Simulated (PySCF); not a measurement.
**[YCl2]+: relaxation and vibrations of the singlet**

Where does singlet [YCl2]+ go from a linear start, is the end point a minimum, and what are its modes, charges and moments?

Program: PySCF 2.14.0. Level of theory: PBE0, basis Y def2-TZVP with ECP28, Cl def2-TZVP, scalar-relativistic core potentials, no spin–orbit coupling, density fitting. These are calculated values, not measurements.

### Step 1. Where the work starts

3 atoms, charge 1, spin multiplicity 1.

Bond lengths: Y1–Cl2 2.568 Å, Y1–Cl3 2.568 Å. Angles: Cl2–Y1–Cl3 180.0°.

Coordinates in bohr (charge 1 multiplicity 1):
```
Y     0.0000    0.0000    0.0000
Cl    0.0000    0.0000    4.8521
Cl    0.0000    0.0000   -4.8521
```

### Step 2. The SCF at the typed geometry

The steps below are one call of a driver around PySCF. For each, scf.py gives the equivalent set-up of the SCF; relaxations use the driver's own optimiser. After this first run the driver tries any further starts and a stability analysis.

Input file scf.py:

```python
from pyscf import gto, scf, dft
mol = gto.M(atom='''
Y      0.000000     0.000000     0.000000
Cl     0.000000     0.000000     2.567600
Cl     0.000000     0.000000    -2.567600''',
    basis={'Y': 'def2-TZVP', 'Cl': 'def2-TZVP'},
    ecp={'Y': 'def2-TZVP'},
    charge=1, spin=0)
mf = dft.RKS(mol, xc='PBE0')
mf.grids.atom_grid = (50, 194)
aux = {'Y': 'def2-universal-JKFIT', 'Cl': 'def2-universal-JKFIT'}
mf = mf.density_fit(auxbasis=aux)
mf.conv_tol = 1e-08
mf.diis_space = 10
mf.max_cycle = 60
mf.init_guess = 'minao'
mf.verbose = 4
mf.kernel()
```

Launch:

```
OMP_NUM_THREADS=2 python axn.py task.json out
```

Further steps of the session: Relaxing the singlet from the linear start; Frequencies; Following the imaginary mode; Is it a minimum? Harmonic modes.

**Question.** What will these runs give? Wanted: minimum; geometry; wavenumbers; dipole moment; highest occupied, lowest empty level; polar-tensor charge of Y1; zero-point energy.

As calculated:

| quantity | value |
| --- | --- |
| minimum | singlet, C2v |
| geometry | Y–Cl 2.339 Å (×2); Cl–Y–Cl 112.2° |
| wavenumbers (cm⁻¹) | 89 (a1), 424 (a1), 438 (b2) |
| dipole moment (centre of mass) | 6.91 D |
| highest occupied, lowest empty level | -13.87, -8.00 eV |
| polar-tensor charge of Y1 | +2.13 e |
| zero-point energy | 5.7 kJ/mol |
| entropy at 298.15 K | 302.1 J/(mol K) |

**Reading.** From D∞h at the start the molecule goes to a C2v minimum, after a stop at a second-order saddle point 43.9 kJ/mol higher, from which it was pushed off along an imaginary mode. In the infrared the band at 438 cm⁻¹ (b2, stretch) leads. Only this shape and spin were tried, so other structures or states may lie lower.
